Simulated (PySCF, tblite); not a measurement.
# C₇H₈N₂S: excited states

What do calculations give for the excited states of C₇H₈N₂S (`[C-]#[N+]c1ccc(N(C)C)s1`)?

Programs: tblite 0.8.0 and PySCF 2.14.0, with routines of our own; each step states its level. All values are computed. Atoms count from 0.

### Step 1. The system as given

18 atoms, charge 0, multiplicity 1; geometry from: force field or distance geometry start.

### Step 2. Optimising the geometry with GFN2-xTB

Job settings and geometry (Å):

```
{"job": {"kind": "relax", "xc": "GFN2-xTB", "basis": "xTB"}, "charge": 0, "multiplicity": 1}
C      4.628000     2.388500    -0.619000
N      3.612200     1.778900    -0.543800
C      2.421000     1.057600    -0.431200
C      2.322300    -0.272600    -0.206400
C      1.068500    -0.791600    -0.128200
C      0.044500     0.078400    -0.316000
N     -1.327000    -0.231800    -0.292500
C     -1.831300    -1.574000    -0.057000
C     -2.298300     0.837100    -0.501100
S      0.681800     1.823200    -0.605100
H      3.227200    -0.901400    -0.068700
H      0.883300    -1.873000     0.054100
H     -1.469400    -2.287100    -0.826000
H     -2.925800    -1.655600    -0.069200
H     -1.515900    -1.858200     0.968500
H     -1.773800     1.775800    -0.144100
H     -2.531000     1.005700    -1.558100
H     -3.225100     0.706400     0.067100
```

Started as:

```bash
$ OMP_NUM_THREADS=1 python excited_run.py task.json out
```

This one command runs all jobs of the session in turn.

The log of the run:

```text
step      E/eV     max force
  0    -763.12023    3.368
  1    -763.48052    2.328
  2    -763.63651    1.478
  3    -763.68101    3.477
  4    -763.76690    0.860
  5    -763.80010    0.802
  6    -763.86209    0.736
  7    -763.89666    0.634
  8    -763.91734    0.337
  9    -763.92461    0.227
 10    -763.92924    0.170
 11    -763.93348    0.188
 12    -763.93795    0.182
 13    -763.94083    0.144
 14    -763.94274    0.112
 15    -763.94491    0.161
 16    -763.94795    0.171
 17    -763.95092    0.137
 18    -763.95319    0.102
 19    -763.95525    0.099
 20    -763.95756    0.109
 21    -763.95977    0.112
 22    -763.96125    0.075
 23    -763.96200    0.060
 24    -763.96250    0.058
 25    -763.96303    0.063
 26    -763.96357    0.072
 27    -763.96415    0.054
 28    -763.96482    0.056
 29    -763.96561    0.115
 30    -763.96648    0.082
 31    -763.96734    0.114
 32    -763.96810    0.073
 33    -763.96881    0.064
 34    -763.96957    0.096
 35    -763.97035    0.118
 36    -763.97116    0.133
 37    -763.97201    0.079
 38    -763.97269    0.068
 39    -763.97308    0.067
 40    -763.97339    0.070
 41    -763.97369    0.048
 42    -763.97399    0.040
 43    -763.97429    0.045
 44    -763.97458    0.063
 45    -763.97495    0.068
 46    -763.97546    0.061
 47    -763.97608    0.063
 48    -763.97673    0.079
 49    -763.97744    0.096
 50    -763.97829    0.101
 51    -763.97918    0.083
 52    -763.97990    0.061
 53    -763.98035    0.054
 54    -763.98074    0.048
 55    -763.98115    0.050
 56    -763.98152    0.044
 57    -763.98172    0.040
 58    -763.98189    0.039
 59    -763.98209    0.039
 60    -763.98235    0.046
 61    -763.98259    0.041
 62    -763.98278    0.040
 63    -763.98294    0.036
 64    -763.98312    0.038
 65    -763.98330    0.032
 66    -763.98344    0.028
 67    -763.98353    0.021
 68    -763.98361    0.023
 69    -763.98369    0.021
 70    -763.98377    0.023
 71    -763.98388    0.027
 72    -763.98407    0.037
 73    -763.98437    0.048
 74    -763.98477    0.063
 75    -763.98525    0.067
 76    -763.98578    0.059
 77    -763.98621    0.055
 78    -763.98649    0.057
 79    -763.98678    0.034
 80    -763.98689    0.017
 81    -763.98693    0.013
 82    -763.98696    0.010
 83    -763.98698    0.008
```

Wall time 0.59 s (1 thread of Arm Neoverse V2, shared host).

Along the way: (not every step is listed)

| step | energy from step 0 (eV) | largest force (eV/Å) |
| --- | --- | --- |
| 0 | 0.0000 | 3.3679 |
| 1 | -0.3603 | 2.3284 |
| 2 | -0.5163 | 1.4780 |
| 3 | -0.5608 | 3.4769 |
| 4 | -0.6467 | 0.8597 |
| 5 | -0.6799 | 0.8021 |
| 6 | -0.7419 | 0.7360 |
| 7 | -0.7764 | 0.6345 |
| 8 | -0.7971 | 0.3373 |
| 15 | -0.8247 | 0.1611 |
| 22 | -0.8410 | 0.0746 |
| 29 | -0.8454 | 0.1146 |
| 36 | -0.8509 | 0.1329 |
| 43 | -0.8541 | 0.0446 |
| 50 | -0.8581 | 0.1006 |
| 57 | -0.8615 | 0.0405 |
| 64 | -0.8629 | 0.0378 |
| 71 | -0.8637 | 0.0271 |
| 78 | -0.8663 | 0.0574 |
| 79 | -0.8665 | 0.0343 |
| 80 | -0.8667 | 0.0172 |
| 81 | -0.8667 | 0.0132 |
| 82 | -0.8667 | 0.0103 |
| 83 | -0.8668 | 0.0082 |

Distances of close pairs at the start and the end, largest changes first:

| bond | before (Å) | after (Å) | change (Å) |
| --- | --- | --- | --- |
| C2–S9 | 1.908 | 1.754 | -0.155 |
| C5–S9 | 1.880 | 1.743 | -0.136 |
| N1–C2 | 1.397 | 1.337 | -0.060 |
| C3–C4 | 1.359 | 1.404 | +0.045 |
| C8–H15 | 1.133 | 1.090 | -0.043 |
| C5–N6 | 1.406 | 1.366 | -0.040 |
| C4–H11 | 1.112 | 1.073 | -0.039 |
| C3–H10 | 1.110 | 1.075 | -0.035 |

The end geometry stands in the next job.

### Step 3. Infrared spectrum with GFN2-xTB

Job settings and geometry (Å):

```
{"job": {"kind": "ir", "xc": "GFN2-xTB", "basis": "xTB"}, "charge": 0, "multiplicity": 1}
C      4.306297     2.500681    -0.774006
N      3.384821     1.796027    -0.612370
C      2.335288     0.987722    -0.429181
C      2.344639    -0.349022    -0.151383
C      1.058739    -0.896810    -0.014739
C      0.053816     0.026191    -0.174814
N     -1.294530    -0.149847    -0.041400
C     -1.807701    -1.499850    -0.072317
C     -2.172900     0.889404    -0.519121
S      0.697743     1.607556    -0.527428
H      3.253016    -0.915988    -0.052065
H      0.893667    -1.935974     0.197581
H     -1.680565    -1.971364    -1.054050
H     -2.867805    -1.477718     0.171598
H     -1.296330    -2.103057     0.676191
H     -1.829551     1.854661    -0.146021
H     -2.210593     0.934204    -1.614528
H     -3.176810     0.709501    -0.138363
```

The log of the run:

```text
mode    cm-1     km/mol
  1      50.9      0.46
  2      82.9      0.50
  3     106.5      1.26
  4     123.8      0.38
  5     139.2      1.43
  6     170.4     17.07
  7     240.5      0.68
  8     266.1      8.04
  9     341.1      1.50
 10     400.5      4.43
 11     402.2      0.25
 12     448.6      0.33
 13     473.1      3.36
 14     482.2      3.83
 15     530.5      5.40
 16     638.2     12.36
 17     700.2      3.05
 18     716.2      1.71
 19     751.5     22.46
 20     822.6      4.08
 21     939.5      9.77
 22    1042.6     22.56
 23    1057.0     13.29
 24    1085.1      1.09
 25    1110.7     46.77
 26    1132.4     17.68
 27    1149.6     15.00
 28    1196.5      2.68
 29    1262.3     11.21
 30    1312.1     32.80
 31    1367.7      8.44
 32    1411.1      1.20
 33    1423.9     12.39
 34    1469.9      4.92
 35    1476.4      4.79
 36    1476.5     25.04
 37    1488.4      6.66
 38    1519.9    335.29
 39    1571.8    234.34
 40    2159.1     29.14
 41    2908.8     22.72
 42    2914.3     75.95
 43    3006.0     12.39
 44    3018.0     13.26
 45    3023.1     20.98
 46    3031.8     36.37
 47    3132.2     12.44
 48    3150.5     23.22
```

Run time: 0.68 s. Hardware: 1 thread of Arm Neoverse V2, shared host.

The strongest bands and the atoms that carry them (share of the mass-weighted mode):

| cm⁻¹ | km/mol | atoms |
| --- | --- | --- |
| 1111 | 46.8 | H16 22 %, H12 19 % |
| 1312 | 32.8 | N6 31 %, C5 19 %, C4 15 % |
| 1476 | 25.0 | H16 25 %, H17 18 %, H13 18 %, H12 14 % |
| 1520 | 335.3 | C2 36 %, C3 28 %, C5 13 % |
| 1572 | 234.3 | C5 40 %, C4 19 %, C2 13 %, C3 11 % |
| 2159 | 29.1 | N1 53 %, C0 45 % |
| 2914 | 76.0 | H12 81 %, H16 11 % |
| 3032 | 36.4 | H13 89 % |

### Step 4. Excited states: TDA CAM-B3LYP/def2-SVP

The job, as its differences from that of step 3:

```diff
@@ -1,2 +1,2 @@
-{"job": {"kind": "ir", "xc": "GFN2-xTB", "basis": "xTB"}, "charge": 0, "multiplicity": 1}
+{"job": {"kind": "states", "xc": "CAM-B3LYP", "basis": "def2-SVP", "tda": true, "soc": true, "nstates": 6, "ntriplets": 4, "nquad": 4}, "charge": 0, "multiplicity": 1}
 C      4.306297     2.500681    -0.774006
```

Level: TDA CAM-B3LYP/def2-SVP excited states, vertical, gas phase, spin-orbit mean-field couplings.

The log of the run:

```text
coarse grid: 16312 points
cycle   1  E = -778.4256373701  dE =  2.061e+00  |g| = 3.831e-01  |ddm| = 4.913e+00
cycle   2  E = -778.4323936315  dE = -6.756e-03  |g| = 3.965e-01  |ddm| = 8.211e-01
cycle   3  E = -778.4680554077  dE = -3.566e-02  |g| = 7.918e-02  |ddm| = 4.250e-01
cycle   4  E = -778.4691980988  dE = -1.143e-03  |g| = 4.782e-02  |ddm| = 1.092e-01
cycle   5  E = -778.4696529321  dE = -4.548e-04  |g| = 1.091e-02  |ddm| = 4.059e-02
cycle   6  E = -778.4696809273  dE = -2.800e-05  |g| = 3.895e-03  |ddm| = 1.739e-02
cycle   7  E = -778.4696847312  dE = -3.804e-06  |g| = 1.121e-03  |ddm| = 5.057e-03
final grid: 155168 points
cycle   8  E = -778.5766800511  dE = -3.698e-05  |g| = 3.915e-03  |ddm| = 2.943e-02
cycle   9  E = -778.5766795227  dE =  5.283e-07  |g| = 4.285e-03  |ddm| = 8.692e-03
cycle  10  E = -778.5766840102  dE = -4.487e-06  |g| = 6.115e-04  |ddm| = 4.716e-03
cycle  11  E = -778.5766840969  dE = -8.666e-08  |g| = 1.948e-04  |ddm| = 7.772e-04
cycle  12  E = -778.5766841053  dE = -8.389e-09  |g| = 7.857e-05  |ddm| = 2.444e-04
cycle  13  E = -778.5766841067  dE = -1.489e-09  |g| = 2.725e-05  |ddm| = 1.088e-04
cycle  14  E = -778.5766841069  dE = -1.887e-10  |g| = 9.050e-06  |ddm| = 3.456e-05
converged SCF energy = -778.5766841069

Singlet excitations
state   eV       nm        f     d(h-e)  d(exc)  Lambda  PR(NTO)  |dmu|/D   mu/D   main configurations
  1   4.7394   261.6   0.55895   1.099   3.394   0.735   1.138    2.944    9.346   H->L 0.90
  2   4.8953   253.3   0.01888   1.232   3.381   0.451   1.043    2.996    9.057   H->L+1 0.90
  3   5.6898   217.9   0.00037   1.403   3.430   0.455   1.099    4.455   10.830   H->L+2 0.76, H->L+3 0.12
  4   6.0741   204.1   0.01850   0.295   3.043   0.592   1.914    0.396    6.472   H-1->L 0.60, H->L+3 0.19, H->L+4 0.12
  5   6.4146   193.3   0.00024   0.528   2.638   0.395   1.046                     H-1->L+1 0.71, H-1->L+2 0.12
  6   6.5594   189.0   0.03402   1.799   4.023   0.588   1.170                     H->L+3 0.43, H->L+4 0.33, H->L+2 0.10

Triplet excitations (Tamm-Dancoff)
state   eV     d(h-e)  d(exc)  Lambda  PR(NTO)   main configurations
  1   2.9188   0.472   3.089   0.747   1.054   H->L 0.92
  2   4.6543   1.187   3.303   0.444   1.052   H->L+1 0.90
  3   4.7800   0.160   2.704   0.614   1.988   H-1->L 0.40, H->L+4 0.23, H->L+3 0.21
  4   5.1101   0.783   2.897   0.603   1.909   H-1->L 0.55, H->L+4 0.17, H->L+3 0.17
S1 - T1 = 1.8207 eV

Spin-orbit couplings |<S|Hso|T>| (cm-1)
             T1       T2       T3       T4
S0        0.713   23.121    1.312    3.264
S1        6.202   30.486    1.522    2.828
S2       34.144    4.928   10.188   10.477
S3       21.068   31.475    7.422    6.644
S4        0.095   15.089    1.094    0.389
S5        3.246    3.778   25.929   28.055
S6        7.937    6.598    2.184    6.375
T1 sublevels (cm-1): 0.000 0.018 0.027   radiative rates (1/s): 0.706 0.000419 0.541
```

Wall time 57 s (1 thread of Arm Neoverse V2, shared host); peak memory 0.91 GiB.

Key values:

| quantity | value |
| --- | --- |
| S1 less T1 | 1.82 eV |

Orbitals, density, ELF and potential are computed afterwards from the orbital file.

Frontier orbitals at CAM-B3LYP/def2-SVP, with the share of their density that lies nearest to each atom:

```
orbital  energy (eV)                                       lies on
   HOMO        -6.78                     N6 23 %; C2 20 %; C4 16 %
   LUMO         0.26  C0 22 %; C2, C3, C5 about 16 % each; S9 11 %
```

ELF in a plane through or near 14 of the atoms.

Values, 10 rows by 14 columns:
```
0.00 0.00 0.00 0.00 0.00 0.00 0.00 0.00 0.00 0.00 0.00 0.00 0.00 0.00
0.00 0.00 0.00 0.00 0.00 0.00 0.01 0.00 0.02 0.00 0.00 0.00 0.00 0.00
0.00 0.29 0.82 0.17 0.00 0.42 0.79 0.02 0.91 0.07 0.12 0.00 0.00 0.00
0.00 0.94 0.97 0.70 0.16 0.60 0.18 0.10 0.81 0.93 0.99 0.00 0.00 0.00
0.00 0.87 0.78 0.62 0.81 0.88 0.68 0.46 0.85 0.45 0.21 0.00 0.00 0.00
0.00 0.05 0.17 0.44 0.57 0.72 0.64 0.18 0.63 0.68 0.99 0.06 0.00 0.00
0.00 0.00 0.00 0.03 0.94 0.25 0.50 0.34 0.66 0.49 0.95 0.04 0.00 0.00
0.00 0.00 0.00 0.42 0.99 0.17 0.97 0.97 0.76 0.60 0.01 0.00 0.00 0.00
0.00 0.00 0.00 0.00 0.05 0.00 0.44 0.37 0.01 0.01 0.00 0.00 0.00 0.00
0.00 0.00 0.00 0.00 0.00 0.00 0.00 0.00 0.00 0.00 0.00 0.00 0.00 0.00
```
The map spans 14.9 Å across and 9.6 Å up, centred on the molecule. Atoms in the plane (x, y in Å): C0 (-4.8, 1.3), N1 (-3.8, 0.8), C2 (-2.5, 0.3), C3 (-2.2, -1.0), C4 (-0.8, -1.2), C5 (-0.1, 0.0), N6 (1.3, 0.2), C7 (2.2, -1.0), C8 (1.8, 1.5), S9 (-1.1, 1.4), H10 (-2.9, -1.8), H11 (-0.3, -2.2), H13 (3.2, -0.7), H17 (2.9, 1.5).

log10 of the density (e/Å³) in the same plane.

Ten even steps from '0' (-4.0) to '9' (1.9):
```
0000000000000000000000000000
0000000000000000000000000000
0000110000122112221000000000
0012222111233323332210000000
0123443323455445554331000000
0234555434566545665542100000
1245666655677655777653100000
1345787766698655787653100000
0245667777767666766543100000
0234566779666777865443100000
0123345567666777776654200000
0011234467767765677764200000
0000023567779654676654200000
0000013577667764666543100000
0000013455456654555421000000
0000002344345543443310000000
0000001222223332222100000000
0000000011012221110000000000
0000000000000000000000000000
0000000000000000000000000000
```
The map spans 14.9 Å across and 9.6 Å up, centred on the molecule. Atoms in the plane (x, y in Å): C0 (-4.8, 1.3), N1 (-3.8, 0.8), C2 (-2.5, 0.3), C3 (-2.2, -1.0), C4 (-0.8, -1.2), C5 (-0.1, 0.0), N6 (1.3, 0.2), C7 (2.2, -1.0), C8 (1.8, 1.5), S9 (-1.1, 1.4), H10 (-2.9, -1.8), H11 (-0.3, -2.2), H13 (3.2, -0.7), H17 (2.9, 1.5).

On the surface of density 0.002 e/bohr³ the electrostatic potential runs, from the 1st to the 99th percentile, from -1.92 V near C0 to 1.24 V near H13.

### Step 5. Summary of results

| quantity | value |
| --- | --- |
| strongest single infrared mode (GFN2-xTB) | 1520 cm⁻¹, 335 km/mol |
| zero-point energy (GFN2-xTB) | 84.0 kcal/mol |
| S1 less T1 (step 4, TDA CAM-B3LYP/def2-SVP) | 1.82 eV |
| surface potential, 1st and 99th percentile | -1.92 V and 1.24 V |

**Reading.** All 48 modes are real, so the xTB geometry is a minimum. The strongest single mode, at 1520 cm⁻¹, is carried by C2, C3, C5. Unscaled tight-binding wavenumbers are off by several per cent, some by more. Its intensities can rank the bands wrongly. In step 4, the number of triplets below S1 is 2, and the largest singlet-triplet spin-orbit coupling is S2–T1, 34.14 cm⁻¹.
